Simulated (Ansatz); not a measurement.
Task: an atomisation energy of KTe, with Ansatz 0.2.0 through its Python package. Give the script and its output. Use (for the species named): B3LYP, def2-SVP basis, multiplicity 2, D4 dispersion.

```xyz
2

K     0.0000    0.0000    0.0000
Te    0.0000    0.0000    3.2650
```

`tae_kte.py`:
```python
'''Energy to split KTe into its atoms.'''

from collections import Counter

import ansatz
from ase import Atoms


def total_energy(molecule, charge=0, unpaired=0):
    calc = (
        molecule.calculation()
        .basis(gaussian='def2-SVP')
        .functional('b3lyp', dispersion='d4')
    )
    if charge:
        calc = calc.charge(charge)
    if unpaired:
        calc = calc.spin('collinear', total=unpaired)
    return calc.run(threads=1).report['free_energy_ev']


def main() -> None:
    atoms = Atoms(['K', 'Te'], positions=[
        (0.0, 0.0, 0.0),
        (0.0, 0.0, 3.265),
    ])
    molecule = ansatz.Crystal.molecule_from_ase(atoms)

    # Hund ground states
    unpaired = {'K': 1, 'Te': 2}
    counts = Counter(site.symbol for site in molecule.cartesian_sites)
    atom_energy = {s: total_energy(ansatz.Crystal.molecule().atom(s, (0, 0, 0)), 0, unpaired[s]) for s in counts}
    whole = total_energy(molecule, 0, 1)
    for s, e in atom_energy.items():
        print(f'{s:2s} x{counts[s]}  {e:14.5f} eV')
    print(f'KTe: {whole:.5f} eV')
    split = sum(counts[s] * e for s, e in atom_energy.items()) - whole
    print(f'atomisation energy (no zero-point term): {23.060548 * split:.1f} kcal/mol, {split / sum(counts.values()):.3f} eV an atom')


if __name__ == '__main__':
    main()
```

```console
$ python tae_kte.py
K  x1    -16322.67626 eV
Te x1     -7294.40193 eV
KTe: -23619.25030 eV
atomisation energy (no zero-point term): 50.1 kcal/mol, 1.086 eV an atom
```

50.1 kcal/mol from the electronic energies, without the zero-point term.

Total energies depend on the basis set; only differences at equal settings carry meaning. The geometry is a force-field or estimated start, not a minimum of this method, and the basis set is short of its limit. All parts are taken at fixed geometry, without zero-point energy. def2 sets replace the cores of elements past krypton by effective core potentials. The species is open-shell (spin multiplicity 2). b3lyp holds the VWN-RPA fit, as in Gaussian; the form of ORCA and Turbomole is b3lyp5. The spin-orbit lowering of heavy atoms is left out. The spin state was assumed, and another may lie lower. Timing: 8.2 s on 1 thread of Arm Neoverse V2, on a shared host, peak memory 0.23 GiB.

(Lines on the test bed's own set-up are left out of the output.)
